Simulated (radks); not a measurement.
# Pd³⁺ in [Kr] 4d7: an all-electron calculation

An exercise on one series of results from a longer session: the logs are not shown, and one member is left open.

The numbers are computed with radks (a radial shooting solver on a logarithmic mesh, Libxc functionals) version 1 (non-relativistic Kohn-Sham, r2SCAN, spin-unpolarised, spherical densities, point nucleus), except any that are marked as measured or tabulated.

### What is computed

* element: palladium (Z = 46)
* charge: +3
* electrons: 43
* configuration: [Kr] 4d7

The outer shells:

Pd³⁺
```
[Kr] core
4d [↑↓][↑↓][↑ ][↑ ][↑ ]
```

The first run:

Input:

```text
Z 46
configuration [Kr] 4d7 5s0 5p0 4f0 5d0
relativity non-relativistic
functional r2scan,r2scan
spin unpolarised
nucleus point
```

Started as:

```
$ python run_ks.py task.json out
```

The same process makes all the runs of this session.

One of the session's tables, all rows but one given; the rest of the session is left out.

It belongs to the step «Orbitals and density». From the orbitals of this run (lengths in bohr):

| level | <r> | outermost maximum (interpolated) | 90 % within | nodes |
| --- | --- | --- | --- | --- |
| 1s | 0.03311 | 0.0219 | 0.0589 | 0 |
| 2s | 0.1437 | 0.122 | 0.221 | 1 |
| 2p | 0.1229 | 0.0956 | 0.199 | 0 |
| 3s | 0.3908 | 0.353 | 0.574 | 2 |
| 3p | 0.3835 | 0.340 | 0.576 | 1 |
| 3d | 0.3572 | 0.283 | 0.565 | 0 |
| 4s | 0.9692 | 0.876 | 1.40 | 3 |
| 4p | ? | ? | ? | ? |
| 4d | 1.290 | 1.05 | 1.99 | 1 |
| 5s | 2.464 | 2.23 | 3.54 | 4 |
| 5p | 2.849 | 2.56 | 4.11 | 3 |

Estimate the missing values for 4p.

The run gave: <r>: 1.038; outermost maximum (interpolated): 0.917; 90 % within: 1.53; nodes: 2. In the column «<r>» it lies between 4s (0.9692) and 4d (1.290).

Caveats from the session: Relativity is left out here, which matters for elements this heavy. Spin polarisation and multiplet splitting are left out.
